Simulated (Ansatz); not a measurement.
# C₅H₃AlF₆O₄: a ladder of functionals and wavefunction methods

How much do the methods differ for C₅H₃AlF₆O₄? The plan is to run it at one geometry with functionals of several rungs and with coupled cluster. The yardstick is the atomisation energy at the CCSD(T) limit.

The runs use Ansatz 0.2.0, Gaussian basis; functionals in def2-TZVPP, the program's frozen cores in correlated methods.

Plan: LDA (SPW92), PBE-D4, revPBE-D4, BLYP-D4, r2SCAN-D4, B97M-V, PBE0-D4, B3LYP-D4, r2SCANh-D4, r2SCAN0-D4, HSE06-D4, BHLYP-D4, CAM-B3LYP-D4, LC-ωPBE, ωB97X-V, ωB97M-V, B2PLYP, PBE-QIDH; CCSD(T)/def2-SVP; CCSD(T)/def2-TZVPP; MP2/def2-QZVPP; extrapolation to the limit; RPA on PBE.

## (1) The geometry

The geometry comes from an earlier relaxation with PBE0-D4 in a triple-zeta def2 set; it is a stationary point, not always the lowest conformer.

SMILES `[OH][Al-]1([OH])[O]C(C(F)(F)F)=CC(C(F)(F)F)=[O+]1`, 19 atoms, charge 0, spin multiplicity 1.

Atoms are counted from 1 here; the program's logs count them from 0.

Bond lengths: O1–Al2 1.691 Å, O1–H17 0.954 Å, Al2–O3 1.689 Å, Al2–O4 1.841 Å, Al2–O16 1.841 Å, O3–H18 0.953 Å, O4–C5 1.258 Å, C5–C6 1.535 Å, C5–C10 1.389 Å, C6–F7 1.331 Å, C6–F8 1.331 Å, C6–F9 1.327 Å, C10–C11 1.389 Å, C10–H19 1.077 Å, C11–C12 1.535 Å, C11–O16 1.258 Å, C12–F13 1.331 Å, C12–F14 1.331 Å and more. Angles: Al2–O1–H17 123.7°, O1–Al2–O3 120.7°, O1–Al2–O4 107.3°, O1–Al2–O16 107.3°, O3–Al2–O4 112.5°, O3–Al2–O16 112.5°, O4–Al2–O16 92.8°, Al2–O3–H18 127.2°, Al2–O4–C5 127.0°, O4–C5–C6 113.7°, O4–C5–C10 126.4°, C6–C5–C10 119.8°, C5–C6–F7 109.5°, C5–C6–F8 111.9°, C5–C6–F9 110.1°, F7–C6–F8 108.3°, F7–C6–F9 108.6°, F8–C6–F9 108.4° and more.

## (2) LDA

This LDA is Slater exchange with PW92 correlation.

The input, in.yaml:

```yaml
crystal:
  periodic: [false, false, false]
  atoms:
    - {symbol: O, position_ang: [-1.199577, -1.444400, 2.466420]}
    - {symbol: Al, position_ang: [0.168127, -0.602170, 1.939237]}
    - {symbol: O, position_ang: [1.474893, -0.341621, 2.977213]}
    - {symbol: O, position_ang: [-0.417731, 0.950407, 1.141980]}
    - {symbol: C, position_ang: [-0.551107, 1.164829, -0.090473]}
    - {symbol: C, position_ang: [-1.168921, 2.531271, -0.416508]}
    - {symbol: F, position_ang: [-0.367981, 3.498075, 0.024677]}
    - {symbol: F, position_ang: [-1.341781, 2.698044, -1.725890]}
    - {symbol: F, position_ang: [-2.347662, 2.652166, 0.180558]}
    - {symbol: C, position_ang: [-0.178216, 0.311818, -1.120794]}
    - {symbol: C, position_ang: [0.436683, -0.895797, -0.817751]}
    - {symbol: C, position_ang: [0.915732, -1.813832, -1.950395]}
    - {symbol: F, position_ang: [2.240155, -1.932375, -1.896462]}
    - {symbol: F, position_ang: [0.588360, -1.335628, -3.148877]}
    - {symbol: F, position_ang: [0.376790, -3.019043, -1.818584]}
    - {symbol: O, position_ang: [0.681054, -1.341419, 0.333057]}
    - {symbol: H, position_ang: [-1.295898, -1.799539, 3.346599]}
    - {symbol: H, position_ang: [2.285575, 0.118400, 2.779510]}
    - {symbol: H, position_ang: [-0.340294, 0.596313, -2.147018]}
basis:
  gaussian: {orbitals: def2-TZVPP}
hamiltonian: {xc: lda}
output: {orbitals: {seedname: orbitals}}
```

Started as:

```sh
> ansatz run in.yaml --threads 11 --pin off --events-out ev --progress --plain --max-ram 166912MiB --backend cuda --devices 0, --max-vram 75GiB
```

The runs that follow: PBE-D4 (GGA); revPBE-D4 (GGA); BLYP-D4 (GGA); r2SCAN-D4 (meta-GGA); B97M-V (meta-GGA); B3LYP-D4 (hybrid); r2SCANh-D4 (hybrid); r2SCAN0-D4 (hybrid); HSE06-D4 (hybrid); BHLYP-D4 (hybrid); CAM-B3LYP-D4 (range-separated); LC-ωPBE (range-separated); ωB97X-V (range-separated); ωB97M-V (range-separated); B2PLYP (double hybrid); PBE-QIDH (double hybrid); CCSD(T) in def2-SVP; CCSD(T) in def2-TZVPP; MP2 in def2-QZVPP; RPA on PBE orbitals.

**Question.** What will the summary of the whole plan be? Wanted: atomisation energy, CCSD(T)/CBS; farthest beyond LDA; mean size of error, GGA; mean size of error, meta-GGA; mean size of error, hybrid; mean size of error, range-separated; mean size of error, double hybrid; gap, smallest and largest; T1 diagnostic.

The runs gave:

```
                               quantity                                     value
        atomisation energy, CCSD(T)/CBS                             8668.9 kJ/mol
 functionals within 43.3 kJ/mol (0.5 %)      B97M-V, r2SCANh-D4, ωB97X-V, ωB97M-V
                    farthest beyond LDA                  BHLYP-D4 (-520.9 kJ/mol)
                mean size of error, GGA                              177.4 kJ/mol
           mean size of error, meta-GGA                               66.4 kJ/mol
             mean size of error, hybrid                              150.7 kJ/mol
    mean size of error, range-separated                               47.6 kJ/mol
      mean size of error, double hybrid                               75.4 kJ/mol
              gap, smallest and largest  2.71 eV (LDA (SPW92)), 9.91 eV (LC-ωPBE)
                          T1 diagnostic                                    0.0149
triples share of the correlation energy                                     3.7 %
```

In words: The LDA atomisation energy is off by 1824.4 kJ/mol (21 %): it overbinds. PBE-D4 is off by +410.0 kJ/mol. Double hybrids carry the basis error of their MP2 part in triple zeta, and no dispersion term here, so their miss is partly the set-up's. Taken by rung, range-separated functionals do best (47.6 kJ/mol on average) and GGA ones worst beyond LDA (177.4 kJ/mol). The gap between the best rungs is small, so their order is not settled. The reference freezes the cores and leaves out relativity and excitations past (T), so misses under about 43.3 kJ/mol can't be ranked. Hartree-Fock recovers 68 % of the binding; the rest is correlation. CCSD(T) in def2-SVP is off by -449.6 kJ/mol, worse than the median functional, from the basis alone. The gap grows from 2.7 to 9.9 eV across the functionals, mostly with the share of exact exchange.
